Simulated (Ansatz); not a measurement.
# C₃H₁₀OSn: small, medium and large basis sets

The task here is to estimate one member of a computed series from the others.

Computed with Ansatz 0.2.0, Gaussian basis. Level: one geometry, several basis sets.

The runs, in order: PBE0-D4/def2-SVP; ωB97M-V/def2-SVP; PBE0-D4/def2-QZVPP; ωB97M-V/def2-QZVPP; the functionals' def2-TZVPP values are taken from earlier runs.

### Structure used throughout

All runs share one geometry, relaxed beforehand with PBE0-D4 in a triple-zeta def2 set. Sn takes the def2 core potential; no spin-orbit term is included.

15 atoms, charge 0, spin multiplicity 1.

Atoms are counted from 1 here; the program's logs count them from 0.

Bond lengths: C1–C2 1.519 Å, C1–H6 1.093 Å, C1–H7 1.093 Å, C1–H8 1.095 Å, C2–C3 1.515 Å, C2–O4 1.413 Å, C2–H9 1.104 Å, C3–H10 1.091 Å, C3–H11 1.093 Å, C3–H12 1.093 Å, O4–Sn5 1.967 Å, Sn5–H13 1.700 Å, Sn5–H14 1.708 Å, Sn5–H15 1.710 Å. Angles: C2–C1–H6 111.1°, C2–C1–H7 110.0°, C2–C1–H8 111.5°, H6–C1–H7 108.6°, H6–C1–H8 107.5°, H7–C1–H8 108.1°, C1–C2–C3 111.7°, C1–C2–O4 111.5°, C1–C2–H9 108.3°, C3–C2–O4 107.3°, C3–C2–H9 108.2°, O4–C2–H9 109.8°, C2–C3–H10 110.3°, C2–C3–H11 109.9°, C2–C3–H12 111.0°, H10–C3–H11 108.2°, H10–C3–H12 108.7°, H11–C3–H12 108.6° and more.

As a file:

```xyz
15
charge 0, multiplicity 1
C    -0.9002   -1.1716    0.0233
C     0.0954   -0.1617    0.5667
C     1.1633   -0.8263    1.4116
O     0.7542    0.5288   -0.4754
Sn   -0.2109    1.8270   -1.5949
H    -1.3846   -1.7215    0.8342
H    -0.3903   -1.8868   -0.6273
H    -1.6878   -0.6839   -0.5598
H    -0.4515    0.5547    1.2035
H     1.8668   -0.0814    1.7867
H     1.7193   -1.5488    0.8086
H     0.7202   -1.3495    2.2626
H     1.0259    2.8141   -2.2157
H    -1.0490    0.9980   -2.8311
H    -1.2928    2.6578   -0.5638
```

Set-up of the first run:

File in.yaml:

```yaml
crystal:
  periodic: [false, false, false]
  atoms:
    - {symbol: C, position_ang: [-0.900244, -1.171579, 0.023336]}
    - {symbol: C, position_ang: [0.095443, -0.161708, 0.566750]}
    - {symbol: C, position_ang: [1.163280, -0.826287, 1.411550]}
    - {symbol: O, position_ang: [0.754215, 0.528802, -0.475421]}
    - {symbol: Sn, position_ang: [-0.210892, 1.827024, -1.594886]}
    - {symbol: H, position_ang: [-1.384612, -1.721468, 0.834177]}
    - {symbol: H, position_ang: [-0.390262, -1.886791, -0.627279]}
    - {symbol: H, position_ang: [-1.687784, -0.683901, -0.559791]}
    - {symbol: H, position_ang: [-0.451481, 0.554716, 1.203486]}
    - {symbol: H, position_ang: [1.866839, -0.081381, 1.786734]}
    - {symbol: H, position_ang: [1.719265, -1.548784, 0.808609]}
    - {symbol: H, position_ang: [0.720172, -1.349497, 2.262608]}
    - {symbol: H, position_ang: [1.025940, 2.814137, -2.215672]}
    - {symbol: H, position_ang: [-1.049024, 0.998037, -2.831131]}
    - {symbol: H, position_ang: [-1.292756, 2.657782, -0.563768]}
basis:
  gaussian: {orbitals: def2-SVP}
hamiltonian: {xc: pbe0, dispersion: d4}
output: {orbitals: {seedname: orbitals}}
```

Run with:

```sh
$ ansatz run in.yaml --threads 4 --pin off --events-out ev --progress --plain --max-ram 11315MiB
```

Among the steps run: PBE0-D4 in def2-SVP; ωB97M-V in def2-SVP; PBE0-D4 in def2-QZVPP; ωB97M-V in def2-QZVPP.

One of the session's tables, all rows but one given; the rest of the session is left out.

It belongs to the step «Functionals by basis». 

| functional | basis | HOMO (eV) | LUMO (eV) |
| --- | --- | --- | --- |
| PBE0-D4 | def2-SVP | -7.28 | 0.04 |
| PBE0-D4 | def2-TZVPP | -7.42 | -0.28 |
| PBE0-D4 | def2-QZVPP | ? | ? |
| ωB97M-V | def2-SVP | -9.63 | 1.77 |
| ωB97M-V | def2-TZVPP | -9.80 | 1.17 |
| ωB97M-V | def2-QZVPP | -9.83 | 0.89 |

Estimate the missing values for PBE0-D4, def2-QZVPP.

The run gave: HOMO (eV): -7.45; LUMO (eV): -0.36. In the column «HOMO (eV)» it lies between ωB97M-V, def2-SVP (-9.63) and PBE0-D4, def2-TZVPP (-7.42).
